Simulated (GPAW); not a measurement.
The system is Cd3Se.

```
CELL_PARAMETERS angstrom
-2.04095 2.04095 6.08708
2.04095 -2.04095 6.08708
2.04095 2.04095 -6.08708
ATOMIC_POSITIONS crystal
Cd 0.50000 0.50000 0.00000
Cd 0.25000 0.75000 0.50000
Cd 0.75000 0.25000 0.50000
Se 0.00000 0.00000 0.00000
```

The cell comes from a database or a generator and needn't be the stable form of this composition.

Base run:

* Program: GPAW 26.7.0
* Functional: PBE
* Potentials or basis: GPAW PAW data sets (gpaw-data 1.2.1)
* Cutoff: 450 eV
* Basis: pw
* k mesh: 7 × 7 × 7
* Occupations: fermi-dirac, width 0.05 eV
* Spin: no spin polarisation

Its results: pressure -1.9 GPa.

Question: The run is repeated on the same cell with these changes: cutoff from 450 eV to 600 eV; k mesh from 7 × 7 × 7 to 6 × 6 × 6. What comes out?

Answer: Pressure -0.9 GPa.

Caveats: some runs use coarse meshes; the cutoff is short for stress and forces, so pressures can be off by a GPa or more (some runs).

Not every run made on this cell is shown here.
